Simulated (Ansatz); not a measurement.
# CH₅AlO₂S: small, medium and large basis sets

One table from this session's results is given with a row withheld; the runs are named, their logs left out.

Program: Ansatz 0.2.0, Gaussian basis. Level of theory: one geometry, several basis sets. These are calculated values, not measurements.

Plan: PBE0-D4/def2-SVP; ωB97M-V/def2-SVP; PBE0-D4/def2-QZVPP; ωB97M-V/def2-QZVPP; the functionals' def2-TZVPP values are taken from earlier runs.

## The geometry

The geometry comes from an earlier relaxation with PBE0-D4 in a triple-zeta def2 set; it is a stationary point, not always the lowest conformer.

SMILES `C[O][Al]([OH])[SH]`, 10 atoms, charge 0, spin multiplicity 1.

Atoms are counted from 1 here; the program's logs count them from 0.

Bond lengths: C1–O2 1.397 Å, C1–H6 1.095 Å, C1–H7 1.097 Å, C1–H8 1.095 Å, O2–Al3 1.673 Å, Al3–O4 1.685 Å, Al3–S5 2.183 Å, O4–H9 0.954 Å, S5–H10 1.344 Å. Angles: O2–C1–H6 110.0°, O2–C1–H7 112.7°, O2–C1–H8 110.0°, H6–C1–H7 108.0°, H6–C1–H8 108.0°, H7–C1–H8 108.0°, C1–O2–Al3 135.4°, O2–Al3–O4 117.7°, O2–Al3–S5 118.3°, O4–Al3–S5 124.0°, Al3–O4–H9 124.7°, Al3–S5–H10 93.7°.

The first run:

in.yaml

```yaml
crystal:
  periodic: [false, false, false]
  atoms:
    - {symbol: C, position_ang: [-0.566403, 0.650992, 1.788817]}
    - {symbol: O, position_ang: [-0.293866, -0.412154, 0.924348]}
    - {symbol: Al, position_ang: [0.218271, -0.557820, -0.661634]}
    - {symbol: O, position_ang: [0.405007, -2.112442, -1.284877]}
    - {symbol: S, position_ang: [0.605409, 1.265941, -1.797439]}
    - {symbol: H, position_ang: [0.064983, 0.579785, 2.680291]}
    - {symbol: H, position_ang: [-0.389167, 1.630017, 1.325902]}
    - {symbol: H, position_ang: [-1.612133, 0.614226, 2.110691]}
    - {symbol: H, position_ang: [0.690345, -2.310630, -2.173590]}
    - {symbol: H, position_ang: [0.960555, 0.600986, -2.909611]}
basis:
  gaussian: {orbitals: def2-SVP}
hamiltonian: {xc: pbe0, dispersion: d4}
output: {orbitals: {seedname: orbitals}}
```

Run with:

```sh
$ ansatz run in.yaml --threads 4 --pin off --events-out ev --progress --plain --max-ram 10444MiB
```

Steps of the session up to this table: PBE0-D4 in def2-SVP; ωB97M-V in def2-SVP; PBE0-D4 in def2-QZVPP; ωB97M-V in def2-QZVPP.

One table of the session follows, with a row left open; its other results are not shown here.

It belongs to the step «Functionals by basis». 

```
functional       basis  HOMO (eV)
   PBE0-D4    def2-SVP      -7.53
   PBE0-D4  def2-TZVPP      -7.71
   PBE0-D4  def2-QZVPP          ?
   ωB97M-V    def2-SVP      -9.70
   ωB97M-V  def2-TZVPP      -9.92
   ωB97M-V  def2-QZVPP      -9.97
```

Q: Estimate the row for PBE0-D4, def2-QZVPP from the others.

The run gave: HOMO (eV): -7.75. In the column «HOMO (eV)» it lies between ωB97M-V, def2-SVP (-9.70) and PBE0-D4, def2-TZVPP (-7.71).
